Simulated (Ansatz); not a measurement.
# In2S: the cost of one run

Program: Ansatz 0.2.0. Level of theory: DFT r2SCAN, scalar-relativistic, plane waves, PAW. These are calculated values, not measurements.

## 1. The starting structure

Symmetry: P-4m2, No. 115, tetragonal system. Conventional cell: a = 3.945 Å, b = 3.945 Å, c = 5.442 Å, α = 90.00°, β = 90.00°, γ = 90.00°. Around In (site symmetry 2mm) lie 2 S at 2.70 Å. S (site symmetry -4m2) is surrounded by 4 In at 2.70 Å.

Structure file:

```cif
data_structure
_symmetry_space_group_name_H-M 'P-4m2'
_symmetry_Int_Tables_number 115
_cell_length_a 3.9454
_cell_length_b 3.9454
_cell_length_c 5.4425
_cell_angle_alpha 90.000
_cell_angle_beta 90.000
_cell_angle_gamma 90.000
_cell_volume 84.72
loop_
_atom_site_label
_atom_site_type_symbol
_atom_site_symmetry_multiplicity
_atom_site_Wyckoff_symbol
_atom_site_fract_x
_atom_site_fract_y
_atom_site_fract_z
_atom_site_occupancy
In1 In 2 g 0.50000 0.00000 0.66187 1
S1 S 1 a 0.00000 0.00000 0.00000 1
```

It is the end of an earlier relaxation with the same method, from an invented guess; it needn't be the stable form of this composition. At a tolerance of 0.05 Å it has space group P-4m2 (No. 115); it has 28.24 Å³/atom, an uncorrected energy of -0.28 eV/atom over the elements and, on its mesh, gap none (metal).

## 2. Level of theory: r2SCAN

input.yaml

```yaml
crystal:
  lattice:
    - [3.9454275139, 0.0, 0.0]
    - [0.0, 3.9454275139, 0.0]
    - [0.0, 0.0, 5.4424722845]
  atoms:
    - { symbol: In, position: [0.5, 0.0, 0.6618652174] }
    - { symbol: In, position: [0.0, 0.5, 0.3381347826] }
    - { symbol: S, position: [0.0, 0.0, 0.0] }
basis:
  ecutwfc: 500
kpoints:
  mp_grid: { grid: [12, 12, 8] }
  band_path:
    path:
      - [[0.0, 0.0, 0.0], [0.0, 0.5, 0.0], [0.5, 0.5, 0.0], [0.0, 0.0, 0.0], [0.0, 0.0, 0.5], [0.0, 0.5, 0.5], [0.5, 0.5, 0.5], [0.0, 0.0, 0.5]]
      - [[0.0, 0.5, 0.0], [0.0, 0.5, 0.5]]
      - [[0.5, 0.5, 0.0], [0.5, 0.5, 0.5]]
    npoints: 14
hamiltonian:
  xc: r2scan
scf:
  occupations: { method: gaussian, width: 0.1 }
  n_extra_bands: 7
output:
  forces: true
  stress: true
  eigenvalues: true
  populations: true
  dos: { projected: true, de: 0.02, nscf_kmesh: { grid: [15, 15, 10] } }
  bader: true
  write_density: true
  write_potential: true
  elf: true
  volumetric_format: npy
```

Command:

```sh
> ansatz run input.yaml --threads 1 --pin off --max-ram 3072MiB --backend cpu --events-out ev --progress --plain --runs-dir out
```

Q: Estimate wall time and peak memory on 1 thread of Intel Xeon Platinum 8488C (Sapphire Rapids), shared host.

About 2.1 min, with a peak of 0.73 GiB.
